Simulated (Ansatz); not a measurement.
**HfGe (singlet): from Hartree-Fock to the top rungs at distance Hf1–Ge2 = 3.341 Å, def2-SVP**

An exercise on one series of results from a longer session: the logs are not shown, and one member is left open.

The runs use Ansatz 0.2.0, Gaussian basis; def2-SVP, core rule «outside noble gas», up to 18 orbitals frozen.

Plan: UHF; CCSD(T) on RHF; CCSD(T) on UHF; CISD; CCSDT(Q) on RHF; CCSDT(Q) on UHF; CASSCF and MRCISD+Q, 2 electrons in 2 orbitals; CASSCF and NEVPT2, 2 electrons in 2 orbitals.

60 further runs of the same task are left out: 21 for a known fault of the program, 32 that didn't finish, 7 set aside as unsound or not needed.

### What is computed

The geometry derives from a PBE0/def2-TZVP stationary point (not a proven minimum). One bond is set to the value named and the two fragments are kept rigid. No spin-orbit coupling is included. Elements past krypton take def2 core potentials. The filled d shell of Ge may be among the frozen orbitals whatever the setting's name suggests; the logs give the count.

2 atoms, charge 0, spin multiplicity 1.

Atoms are counted from 1 here; the program's logs count them from 0.

No contacts short enough for the rule that draws bonds.

Set-up of the first run:

in.yaml

```yaml
crystal:
  periodic: [false, false, false]
  atoms:
    - {symbol: Hf, position_ang: [0.000000, 0.000000, 0.000000]}
    - {symbol: Ge, position_ang: [0.000000, 0.000000, 3.341000]}
basis:
  gaussian: {orbitals: def2-SVP}
magnetization: {spin_polarized: true, initial_magnetization: 0}
hamiltonian: {xc: hf}
output: {orbitals: {seedname: orbitals}}
```

Launch:

```sh
$ ansatz run in.yaml --threads 1 --pin off --events-out ev --progress --plain --max-ram 2393MiB
```

Among the steps run: UHF; CCSD(T) on RHF; CCSD(T) on UHF; CISD; CCSDT(Q) on RHF; CCSDT(Q) on UHF; CASSCF and MRCISD+Q, 2 electrons in 2 orbitals; CASSCF and NEVPT2, 2 electrons in 2 orbitals.

One of the session's tables, all rows but one given; the rest of the session is left out.

It belongs to the step «Misses and costs». 

```
       method  from RCCSDT(Q) (kJ/mol)
          UHF                   +271.4
         RMP2                   +122.8
         UMP2                        ?
         CISD                   +159.5
        RCCSD                    +77.0
        UCCSD                     -5.5
     RCCSD(T)                    +12.2
     UCCSD(T)                    -21.9
       RCCSDT                    +12.0
       UCCSDT                    -37.5
    RCCSDT(Q)                        0
    UCCSDT(Q)                    -44.6
  CASSCF pair                   +411.2
  NEVPT2 pair                   +134.6
  MRCISD pair                    +80.5
MRCISD+Q pair                    +23.2
```

**Question.** Estimate the row for UMP2.

As computed: from RCCSDT(Q) (kJ/mol): +72.0. In the column «from RCCSDT(Q) (kJ/mol)» it lies between MRCISD+Q pair (+23.2) and RCCSD (+77.0).

Left out of the table: RHF (another determinant or state than the rows shown).

Caveats from the session: The determinant is far from a pure spin state, so its energy mixes those of several spin states (harmless only where they are near-degenerate, as at dissociation). The program flags UCCSDT(Q) as in doubt, so those rows may rest on another solution; read them beside their warnings. Warnings: restricted reference is unstable; spin contamination; coupled cluster took another determinant than the lowest; large T1 diagnostic. Restricted and unrestricted rows rest on different reference determinants; where their highest levels disagree by more than a few hundredths of an eV, they describe different states and don't form one ladder.
